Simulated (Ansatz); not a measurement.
# GaHO: the cost of one run

The runs use Ansatz 0.2.0, Gaussian basis; PBE0-D4/def2-TZVP structures, single points in def2-TZVPP, no counterpoise correction.

Levels: SPW92, PBE-D4, BLYP-D4, r2SCAN-D4, B97M-V, PBE0-D4, B3LYP-D4, r2SCAN0-D4, BHLYP-D4, CAM-B3LYP-D4, wB97X-V, wB97M-V, B2PLYP, PBE-QIDH, RPA on PBE, Hartree-Fock, MP2, CCSD, CCSD(T).

Cores are frozen in the correlated methods. Filled d shells of the heavier atoms are correlated. B3LYP uses VWN-RPA correlation. B2PLYP carries no dispersion term here.

57 further runs of the same task are left out: 1 that didn't finish, 56 set aside as unsound or not needed.

### Step 1. The starting structure

The complex: 8 atoms, charge 0, spin multiplicity 1.

Atoms are counted from 1 here; the program's logs count them from 0.

Bond lengths: Ga1–O3 1.641 Å, Ga1–H5 1.524 Å, C2–H4 1.091 Å, C2–H6 1.091 Å, C2–H7 1.091 Å, C2–H8 1.090 Å. Angles: O3–Ga1–H5 178.7°, H4–C2–H6 110.3°, H4–C2–H7 110.3°, H4–C2–H8 109.0°, H6–C2–H7 109.8°, H6–C2–H8 108.7°, H7–C2–H8 108.7°.

Coordinates:

```xyz
8
charge 0, multiplicity 1
Ga   -1.6130   -0.4630   -1.1890
C     0.9645    0.3000    0.7118
O    -1.3763   -2.0823   -1.0739
H     0.7176   -0.7406    0.4946
H    -1.8600    1.0350   -1.3160
H     0.1366    0.7841    1.2324
H     1.1849    0.8370   -0.2123
H     1.8458    0.3299    1.3523
```

Its parts: GaHO holds atoms 1, 3, 5; CH₄ holds atoms 2, 4, 6, 7, 8. Each part counts its atoms afresh in its own runs.

### Step 2. Relaxing GaHO alone

Contents of relax-a/in.yaml:

```yaml
crystal:
  periodic: [false, false, false]
  atoms:
    - {symbol: Ga, position_ang: [-1.612954, -0.463037, -1.188995]}
    - {symbol: O, position_ang: [-1.376335, -2.082300, -1.073856]}
    - {symbol: H, position_ang: [-1.859978, 1.034992, -1.315999]}
basis:
  gaussian: {orbitals: def2-TZVP}
hamiltonian: {xc: pbe0, dispersion: d4}
relax: {f_tol: 0.005, max_steps: 200}
```

Launch:

```bash
$ ansatz run in.yaml --threads 2 --pin off --events-out ev --progress --plain --max-ram 4352MiB
```

**Question.** How long does this run take on 2 threads of Arm Neoverse V1, shared host?

About 3.8 s.
